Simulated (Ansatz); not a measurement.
# Two self-consistent states of OsOF

Aim: solve OsOF (a structure type of another compound, with these elements put in) from each of its saved states, at one geometry and mesh, and see which is lowest and how they differ.

Method: DFT, r2SCAN, spin-orbit coupling, plane waves, PAW, in Ansatz 0.2.0.

## Step 1: The system as given

Symmetry: P4/nmm, No. 129, tetragonal system. Conventional cell: a = 3.480 Å, b = 3.480 Å, c = 4.966 Å, α = 90.00°, β = 90.00°, γ = 90.00°. Os (site symmetry 4mm) is surrounded by 4 O at 2.04 Å and 4 F at 2.24 Å. Around F (site symmetry -4m2) lie 4 Os at 2.24 Å. O (site symmetry -4m2) is surrounded by 4 Os at 2.04 Å.

The coordinates stand in the input below.

The states: A, no atom with a moment over 0.3 μB (spin-orbit spin); B, Os1 along (0.00, 0.00, 1.00), Os2 along (0.00, 0.00, -1.00) (spin-orbit spin). Each run reads its own saved solution as saved_state.

## Step 2: Run from state A

Contents of input.yaml:

```yaml
crystal:
  lattice:
    - [3.479641, 0.0, 0.0]
    - [0.0, 3.479641, 0.0]
    - [0.0, 0.0, 4.965987]
  atoms:
    - { symbol: Os, position: [0.5, 0.0, 0.7849], spin: 2, spin_axis: [0.0, 0.0, 1.0] }
    - { symbol: Os, position: [0.0, 0.5, 0.2151], spin: 2, spin_axis: [0.0, 0.0, 1.0] }
    - { symbol: F, position: [0.0, 0.0, 0.5] }
    - { symbol: F, position: [0.5, 0.5, 0.5] }
    - { symbol: O, position: [0.0, 0.0, 0.0] }
    - { symbol: O, position: [0.5, 0.5, 0.0] }
kpoints:
  mp_grid: { grid: [5, 5, 4], shift: [0, 0, 0] }
magnetization:
  noncollinear: true
  spin_orbit: true
scf:
  occupations: { method: fermi_dirac }
  lower_state_search: "off"
  max_iter: 200
hamiltonian:
  pseudopotentials: { kind: paw_fr }
  xc: r2scan
basis:
  ecutwfc: 500
  fft_grid_basis: typed
output:
  forces: true
  stress: true
  eigenvalues: true
  bader: true
  populations: true
  elf: true
  write_potential: true
  volumetric_format: npy
  dos:
    e_range: [-12, 8]
    de: 0.05
    projected: { site_lists: { F: [F], O: [O], Os: [Os] } }
    method: { smearing: { sigma: 0.1, scheme: gaussian } }
checkpoint:
  read: saved_state
```

## Step 4: Run from state B

input.yaml: that of step 2 with these lines changed.

```diff
@@ -7,3 +7,3 @@
     - { symbol: Os, position: [0.5, 0.0, 0.7849], spin: 2, spin_axis: [0.0, 0.0, 1.0] }
-    - { symbol: Os, position: [0.0, 0.5, 0.2151], spin: 2, spin_axis: [0.0, 0.0, 1.0] }
+    - { symbol: Os, position: [0.0, 0.5, 0.2151], spin: -2, spin_axis: [0.0, 0.0, 1.0] }
     - { symbol: F, position: [0.0, 0.0, 0.5] }
@@ -14,2 +14,16 @@
   mp_grid: { grid: [5, 5, 4], shift: [0, 0, 0] }
+  band_path:
+    path:
+      - [0.0, 0.0, 0.0]
+      - [0.0, 0.5, 0.0]
+      - [0.5, 0.5, 0.0]
+      - [0.0, 0.0, 0.0]
+      - [0.0, 0.0, 0.5]
+      - [0.0, 0.5, 0.5]
+      - [0.5, 0.5, 0.5]
+      - [0.0, 0.0, 0.5]
+      - [0.0, 0.5, 0.0]
+      - [0.0, 0.5, 0.5]
+      - [0.5, 0.5, 0.0]
+    npoints: 6
 magnetization:
```

(Steps that only read results are left out.)

What does the calculation give? Wanted: for each run, free energy; largest site moment; size of the net moment; gap; pressure; largest force.

As calculated:

```
state  free energy (meV/atom)  largest site moment (μB)  size of the net moment (μB/cell)  gap (eV)  pressure (GPa)  largest force (eV/Å)  SCF cycles
    A                     3.5                      0.00                              0.00     metal            21.0                  0.63          16
    B                     0.0                      0.42                              0.00     metal            21.8                  0.67          14
```

**Reading.** State B lies lowest, 3.5 meV per atom under state A. At the same volume their pressures differ by 0.7 GPa. Every run converged, so convergence alone does not show that a state is the lowest.

Limits of this run: the k mesh is coarse for a cell without a gap.
